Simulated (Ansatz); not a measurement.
A first try at a comparison of functionals at one structure of O, space group C2/m, using the Ansatz DFT code, driven from Python.

Script `xc_o.py`:
```python
"""Functional comparison for O (totals differ with the potentials too)."""

import warnings

import ansatz as az
from pymatgen.core import Lattice, Structure
from pymatgen.io.ase import AseAtomsAdaptor

warnings.simplefilter("ignore", az.DeckWarning)

pmg_structure = Structure(
    Lattice([[2.851403, -1.662416, 0.0], [2.851403, 1.662416, 0.0], [-2.394491, 0.0, 3.64705]]),
    ["O", "O"],
    [
        [0.025454, 0.025454, 0.155574],
        [0.974546, 0.974546, 0.844426],
    ],
)
material = az.Crystal.from_ase(AseAtomsAdaptor.get_atoms(pmg_structure))

model = material.calculation()
model = model.pseudopotentials("paw")
model = model.kpoints(7, 7, 5, center="gamma")
model = model.occupations("fixed")
model = model.scf(tolerance=1e-08).basis(420)
model = model.stress()

rows = []
for value in ["blyp", "pbesol", "lda"]:
    summary = model.functional(value).run(threads=1, pin="off").report
    rows.append((value, summary["free_energy_ev"] / len(summary["lattice"]["sites"]), summary["n_iterations"], sum(summary["stress_gpa"][i][i] for i in range(3)) / 3, summary["n_kpoints"]))

print("  functional   F/atom (eV)    iterations       P (GPa)      k-points")
for row in rows:
    print(f"{str(row[0]):>12s}  {row[1]:12.5f}  {row[2]:12d}  {row[3]:12.3f}  {row[4]:12d}")
```

`python xc_o.py` gives:
```text
RunWarning: iter 1: σ=0 fill of 6 bands saw a band overlap (occupied -0.2123 eV > unoccupied -0.4950 eV) — on an unconverged iterate often a transient of an unconverged empty band; one that stands at [...]
RunWarning: the bands overlap at the fill by count (6 filled at each k-point of a channel): the highest filled level, -0.270404 eV at k-index 5, stands 0.2799 eV over the lowest empty one, -0.550279 [...]
  functional   F/atom (eV)    iterations       P (GPa)      k-points
        blyp    -566.40744             6        -1.007            72
      pbesol    -557.87109             7        -3.759            72
         lda    -552.05832             7        -6.638            72
```
(Warnings from the package without file and line, shortened, repeats left out.)

No error stopped it. What is wrong with the input all the same?

The fault: fixed occupations, though the bands overlap at this level of theory. The correction:

```diff
--- before
+++ after
@@ -23,3 +23,3 @@
 model = model.kpoints(7, 7, 5, center="gamma")
-model = model.occupations("fixed")
+model = model.occupations("fermi_dirac", width=0.1)
 model = model.scf(tolerance=1e-08).basis(420)
```

With that change:

Running `python xc_o.py` prints:
```text
  functional   F/atom (eV)    iterations       P (GPa)      k-points
        blyp    -566.46949             8        -0.472            72
      pbesol    -557.93264             7        -3.211            72
         lda    -552.11890             7        -6.112            72
```

Notes:
- BLYP can be off by several per cent in the lattices of metals, and by several GPa in the pressure at a fixed cell.
- For a metal this k-point mesh is coarse: on a finer one energies can move by several to tens of meV an atom and pressures by half a GPa or more, differences at one mesh by less.
- The program warned that this SCF threshold is loose for forces or stresses.
- No spin polarisation was allowed.
- Pressure is positive in compression.
- This isn't the structure that O takes at ambient conditions.
- Total energies of different functionals can't be compared; pressures, moments and gaps at this one structure can.
- The script silences the warnings on its input, which a real study should read.
- Timing: 5.5 s on 1 thread of Arm Neoverse V1 (shared host), peak memory 0.41 GiB.

(Lines on the test bed's own set-up are left out of the output.)
